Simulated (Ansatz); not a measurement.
Predict the output of the script below (Ansatz 0.2.0 through its Python package).

The script, `srcahftio6_sym.py`:
```python
"""Orbits, cells and special points of SrCaHfTiO6."""

import ansatz
import numpy as np

structure = (
    ansatz.Lattice.fcc(8.03706562)
    .space_group(216)
    .atom("Sr", (0.25, 0.25, 0.75))
    .atom("Ca", (0.25, 0.25, 0.25))
    .atom("Hf", (0.0, 0.0, 0.0))
    .atom("Ti", (0.5, 0.0, 0.0))
    .atom("O", (0.25612594, 0.0, 0.0))
    .primitive()
)

read = structure.crystallographic_orbits()
print("group", read["space_group"], read["hermann_mauguin"], "conventional content", read["formula"])
print("orbits:", [orbit["symbol"] + " " + str(orbit["wyckoff"]) for orbit in read["orbits"]])
for pair in read["least_distances"]:
    print(f"  shortest {pair['first']}-{pair['second']}: {pair['distance_ang']:.3f} A")
print("atoms in the primitive and conventional cells:", len(structure.primitive().resolved().sites), len(structure.conventional().resolved().sites))
built = structure.resolved()
vectors = np.array(built.lattice.vectors)
print("cell vectors (A)")
print(vectors.round(4) + 0.0)
for index, site in enumerate(built.sites):
    print(index, site.symbol, np.round(site.position, 4) + 0.0)
try:
    print({label: tuple(round(v, 4) for v in k) for label, k in ansatz.high_symmetry_points(vectors.tolist()).items()})
except Exception as error:
    print("no labels:", error)
```

```console
$ python srcahftio6_sym.py
group 216 F-43m conventional content Sr4Ca4Hf4Ti4O24
orbits: ['Sr 4d', 'Ca 4c', 'Hf 4a', 'Ti 4b', 'O 24f']
  shortest Sr-Sr: 5.683 A
  shortest Sr-Ca: 4.019 A
  shortest Sr-Hf: 3.480 A
  shortest Sr-Ti: 3.480 A
  shortest Sr-O: 2.842 A
  shortest Ca-Ca: 5.683 A
  shortest Ca-Hf: 3.480 A
  shortest Ca-Ti: 3.480 A
  shortest Ca-O: 2.842 A
  shortest Hf-Hf: 5.683 A
  shortest Hf-Ti: 4.019 A
  shortest Hf-O: 2.059 A
  shortest Ti-Ti: 5.683 A
  shortest Ti-O: 1.960 A
  shortest O-O: 2.772 A
atoms in the primitive and conventional cells: 10 40
cell vectors (A)
[[0.     4.0185 4.0185]
 [4.0185 0.     4.0185]
 [4.0185 4.0185 0.    ]]
0 Sr [0.75 0.75 0.75]
1 Ca [0.25 0.25 0.25]
2 Hf [0. 0. 0.]
3 Ti [0.5 0.5 0.5]
4 O [0.7439 0.2561 0.2561]
5 O [0.2561 0.2561 0.7439]
6 O [0.7439 0.7439 0.2561]
7 O [0.7439 0.2561 0.7439]
8 O [0.2561 0.7439 0.2561]
9 O [0.2561 0.7439 0.7439]
{'K': (0.375, 0.375, 0.75), 'L': (0.5, 0.5, 0.5), 'U': (0.625, 0.25, 0.625), 'W': (0.5, 0.25, 0.75), 'X': (0.5, 0.0, 0.5), 'Γ': (0.0, 0.0, 0.0)}
```

The structure comes from a database and needn't be a stable phase.
